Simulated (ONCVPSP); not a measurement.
# An ONCV potential for zirconium, from input to tests

Do these settings give a usable potential? It is generated, then checked for transferability, scattering, ghosts and hardness.

Method: ONCVPSP 4.0.1.1 (patched build), PBE, scalar-relativistic.

**1. Starting point**

The settings as typed:

| Property | Result |
| --- | --- |
| element | zirconium (Zr, Z = 40) |
| type | optimised norm-conserving Vanderbilt (ONCV) |
| frozen core | [Ar] 3d10 |
| valence charge | 12 |
| reference configuration | 4s2 4p6 4d2 5s2 |
| partial waves | 4s+5s: rc 1.84 bohr, ncon 4, nbas 9, qcut 4.4 1/bohr, 3 projectors, debl 2 Ha; 4p: rc 1.30 bohr, ncon 3, nbas 6, qcut 6.2 1/bohr, 2 projectors, debl 4 Ha; 4d: rc 2.74 bohr, ncon 4, nbas 9, qcut 4.5 1/bohr, 2 projectors, debl 0.9 Ha; f scattering state at 0.15 Ha: rc 2.60 bohr, ncon 3, nbas 6, qcut 4.4 1/bohr, 1 projector |
| local potential | polynomial inside 1.22 bohr (lpopt 3, dvloc0 0 Ha) |
| core correction | Teter function, fcfact 2.75, rcfact 1.3 |

The outer shells as boxes (Hund's rule for the drawing; the calculation is spin-unpolarised):

```
[Ar] core
3d [↑↓][↑↓][↑↓][↑↓][↑↓]
4s [↑↓]
4p [↑↓][↑↓][↑↓]
4d [↑ ][↑ ][  ][  ][  ]
5s [↑↓]
```

An earlier all-electron run gives the scale for the radii.

All-electron outer shells of the reference configuration (PBE, scalar-relativistic, ld1.x):

```tsv
shell	level (eV)	outermost node (bohr)	outermost maximum (bohr)
3d	-174.71	–	0.35
4s	-54.50	0.55	1.08
4p	-32.46	0.56	1.17
5s	-4.44	1.47	3.15
4d	-3.60	0.58	1.59
5p	-1.47	1.70	4.15
```

**2. Generation**

File Zr.dat:

```
# ATOM AND REFERENCE CONFIGURATION
# atsym  z   nc   nv     iexc    psfile
  Zr 40.00    6    4        4      upf
#
#   n    l    f
    1    0    2.00
    2    0    2.00
    2    1    6.00
    3    0    2.00
    3    1    6.00
    3    2   10.00
    4    0    2.00
    4    1    6.00
    4    2    2.00
    5    0    2.00
#
# PSEUDOPOTENTIAL AND OPTIMIZATION
# lmax
    3
#
#   l,   rc,      ep,       ncon, nbas, qcut
    0    1.84    0.00    4    9    4.40
    1    1.30    0.00    3    6    6.20
    2    2.74    0.00    4    9    4.50
    3    2.60    0.15    3    6    4.40
#
# LOCAL POTENTIAL
# lloc, lpopt,  rc(5),   dvloc0
    4    3    1.22    0.00
#
# VANDERBILT-KLEINMAN-BYLANDER PROJECTORs
# l, nproj, debl
    0    3    2.00
    1    2    4.00
    2    2    0.90
    3    1    1.20
#
# MODEL CORE CHARGE
# icmod, fcfact, rcfact
    3    2.75    1.30
#
# LOG DERIVATIVE ANALYSIS
# epsh1, epsh2, depsh
   -4.00    5.00    0.02
#
# OUTPUT GRID
# rlmax, drl
    6.00    0.01
#
# TEST CONFIGURATIONS
# ncnf
    4
# nvcnf
#   n    l    f
    4
    4    0    2.00
    4    1    6.00
    4    2    2.00
    5    0    1.00
#
    4
    4    0    2.00
    4    1    6.00
    4    2    2.00
    5    0    0.00
#
    4
    4    0    2.00
    4    1    6.00
    4    2    1.00
    5    0    0.00
#
    4
    4    0    2.00
    4    1    6.00
    4    2    0.00
    5    0    0.00
#
```

Started as:

```
$ oncvpsp.x < Zr.dat > Zr.out
```

Before running it: what results should come out? Wanted: cutoffs for 1 and 0.1 mHa per electron, occupied waves; bound ghosts; GHOST(+) flags; largest test error; largest phase difference near zero energy, channels read; rms error of d²Exc/dn², without and with the model core.

As calculated:

| quantity | value |
| --- | --- |
| cutoffs for 1 and 0.1 mHa per electron, occupied waves | 27 Ha and 67 Ha |
| bound ghosts | none found |
| GHOST(+) flags | d at 314 eV |
| largest test error (AE − PS) | +32 meV, for 4s2 4p6 4d1 5s0 (1 test unsolved) |
| largest phase difference near zero energy, channels read | 0.002 rad |
| rms error of d²Exc/dn², without and with the model core | 2.94 and 0.95 mHa |

The worst unpolarised test, 4s2 4p6 4d1 5s0, is off by 32 meV on 42.7 eV; by total energies transferability rates as fair where solved. Of the tests 1 gave no usable energy difference, which is a warning in itself. By its cutoff, 27 Ha for the looser tolerance, it is of middling hardness. The 4p wave sets it; 4s needs 10 Ha. The program's ghost test flags no bound state. Near zero energy the phases of the channels with partial waves agree within 0.002 rad. The program also flags highly localised states, GHOST(+) (d). These are tests on the free atom; a crystal test is still owed.
